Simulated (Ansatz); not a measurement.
# CH2AlN (SMILES N#[C][AlH2]) at wB97M-V/aug-cc-pVDZ

Aim: the electronic atomisation energy of CH2AlN at wB97M-V/aug-cc-pVDZ, from 5 runs. 

Program for the calculation: Ansatz 0.2.0.

69 further runs of the same task are left out: 69 set aside as unsound or not needed.

**1. The system as given**

CH2AlN has 5 atoms, charge 0, and is taken as a singlet. As SMILES, `N#[C][AlH2]`. Geometry: relaxed at PBE0-D4/def2-TZVP.

Bond lengths: N1–C2 1.154 Å, C2–Al3 1.938 Å, Al3–H4 1.573 Å, Al3–H5 1.572 Å. Angles: N1–C2–Al3 180.0°, C2–Al3–H4 117.0°, C2–Al3–H5 117.0°, H4–Al3–H5 126.1°.

**2. The energy at wB97M-V/aug-cc-pVDZ**

Input file run.yaml:

```yaml
crystal:
  periodic: [false, false, false]
  atoms:
    - {symbol: N, position_ang: [1.382300, -1.346000, 1.394200]}
    - {symbol: C, position_ang: [0.714200, -0.698000, 0.711800]}
    - {symbol: Al, position_ang: [-0.407200, 0.390000, -0.434600]}
    - {symbol: H, position_ang: [-1.629700, -0.322900, -1.120200]}
    - {symbol: H, position_ang: [-0.009700, 1.903200, -0.592600]}
basis:
  gaussian:
    orbitals: aug-cc-pVDZ
hamiltonian:
  xc: {name: wB97M-V}
accuracy: high
output: {orbitals: {seedname: orbitals}}
```

Started as:

```sh
$ ansatz run run.yaml --threads 1 --pin off --max-ram 3480MiB --events-out events.jsonl --progress --plain --runs-dir runs
```

The program printed:

```text
Warning: RAYON_NUM_THREADS=1 ignored (pool sized by the plan → 1); use --threads N
Functional definition: wB97M-V
  name "wB97M-V"
  parameter omega = 0.3/bohr
  parameter cx = 0.15
  parameter cx01 = 1.007
  parameter cx10 = 0.259
  parameter css00 = 0.443
  parameter css04 = -1.437
  parameter css10 = -4.535
  parameter css20 = -3.390
  parameter css43 = 4.278
  parameter cos00 = 1.000
  parameter cos10 = 1.358
  parameter cos20 = 2.924
  parameter cos21 = -8.812
  parameter cos60 = -1.390
  parameter cos61 = 9.142
  parameter b = 6.0
  parameter c = 0.01
  gx(w, u) = 1 - cx + cx01*u + cx10*w
  gss(w, u) = css00 + css04*u^4 + css10*w + css20*w^2 + css43*w^4*u^3
  gos(w, u) = cos00 + cos10*w + (cos20 + cos21*u)*w^2 + (cos60 + cos61*u)*w^6
  exchange = spin_sum(e_x_unif_sr(omega)*gx(b97_w, b97_u_x)) + cx*exact_x_sr(omega) + exact_x_lr(omega)
  correlation = spin_sum(e_c_pw_mod_same_spin*gss(b97_w, b97_u_same))
      + integral(e_c_pw_mod_opposite_spin*gos(b97_w_opposite, b97_u_opposite)) + vv10(b, c)
1733 factors; integrals over basis functions are off by at most 3.3e-9 eV
488 factors; integrals over basis functions are off by at most 1.4e-9 eV
mean field evaluation 1: about -9151.5712 eV, gradient 3.5e1 eV
mean field evaluation 2: about -9151.2619 eV, gradient 4.0e1 eV
mean field evaluation 4: about -9154.6678 eV, gradient 1.5e0 eV
mean field evaluation 8: about -9154.6735 eV, gradient 2.3e-2 eV
mean field evaluation 16: about -9154.6735 eV, gradient 2.6e-6 eV
mean field -9154.67354289 eV, -336.4280474406 hartree, gradient 5.8e-8 eV, S^2 0.000000; 0 other end points of the search recorded, 0 dependent functions left out
reference -9154.67355917 eV, -336.4280480389 hartree; 14, 14 occupied and 77, 77 virtual orbitals, 1733 factors
Total energy: -9154.67355917 eV, -336.4280480389 hartree
```

Wall time 41 s (1 thread of Arm Neoverse V2, shared host); peak memory 0.49 GiB.

**3. The Al atom**

Input file in.yaml:

```yaml
crystal:
  periodic: [false, false, false]
  atoms:
    - {symbol: Al, position_ang: [0.000000, 0.000000, 0.000000]}
basis:
  gaussian:
    orbitals: aug-cc-pVDZ
magnetization:
  spin_polarized: true
  initial_magnetization: 1
hamiltonian:
  xc: {name: wB97M-V}
accuracy: high
```

Run the same way, it converges to -242.34708 Eh (log not shown).

**4. The C atom**

Input file in.yaml:

```yaml
crystal:
  periodic: [false, false, false]
  atoms:
    - {symbol: C, position_ang: [0.000000, 0.000000, 0.000000]}
basis:
  gaussian: {orbitals: aug-cc-pVDZ}
magnetization: {spin_polarized: true, initial_magnetization: 2}
hamiltonian: {xc: {name: wB97M-V}}
accuracy: high
```

Run the same way, it converges to -37.84123 Eh (log not shown).

**5. The H atom at the same level**

Input file job.yaml:

```yaml
crystal:
  periodic: [false, false, false]
  atoms:
    - symbol: H
      position_ang: [0.000000, 0.000000, 0.000000]
basis:
  gaussian: {orbitals: aug-cc-pVDZ}
magnetization: {spin_polarized: true, initial_magnetization: 1}
hamiltonian: {xc: {name: wB97M-V}}
accuracy: high
```

Run the same way, it converges to -0.49284 Eh (log not shown).

**6. The N atom, same level**

Input file input.yaml:

```yaml
crystal:
  periodic: [false, false, false]
  atoms:
    - {symbol: "N", position_ang: [0.000000, 0.000000, 0.000000]}
basis:
  gaussian: {orbitals: aug-cc-pVDZ}
magnetization: {spin_polarized: true, initial_magnetization: 3}
hamiltonian: {xc: {name: wB97M-V}}
accuracy: high
```

Run the same way, it converges to -54.58267 Eh (log not shown).

**7. Results**

Level: wB97M-V/aug-cc-pVDZ.

| quantity | value |
| --- | --- |
| molecule: total energy | -336.42805 Eh |
| molecule: HOMO energy | -11.44 eV |
| molecule: LUMO energy | -0.96 eV |
| molecule: HOMO–LUMO gap | 10.48 eV |
| Al atom: total energy | -242.34708 Eh |
| Al atom: ⟨S²⟩ | 0.751 |
| C atom: total energy | -37.84123 Eh |
| C atom: ⟨S²⟩ | 2.002 |
| H atom: total energy | -0.49284 Eh |
| H atom: ⟨S²⟩ | 0.750 |
| N atom: total energy | -54.58267 Eh |
| N atom: ⟨S²⟩ | 3.753 |
| electronic atomisation energy | 18.269 eV |

In words: Taking the molecule apart into free atoms costs 18.27 eV (1763 kJ/mol), before zero-point energy and without spin-orbit coupling.
